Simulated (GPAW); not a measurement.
Crystal: NaY.

```
Na Y
1.0
     4.01188    0.00000    0.00000
     0.00000    4.01188    0.00000
     0.00000    0.00000    4.01188
Na Y
1 1
Direct
  0.00000 0.00000 0.00000
  0.50000 0.50000 0.50000
```

The cell was built by a generator and needn't be a form met in nature.

Base run:

- Program: GPAW 26.7.0
- Functional: BLYP
- Potentials or basis: PAW data sets generated in the run's folder for this functional
- Cutoff: 800 eV
- Basis: pw
- k mesh: 7 × 7 × 7
- Occupations: fermi-dirac, width 0.05 eV
- Spin: no spin polarisation

Its results: pressure 0.6 GPa.

Problem. The run is repeated on the same cell with these changes: functional from BLYP to PBEsol. What comes out?

Solution. Pressure -0.9 GPa.

PBEsol binds more tightly than BLYP, so the same cell stands under less pressure.
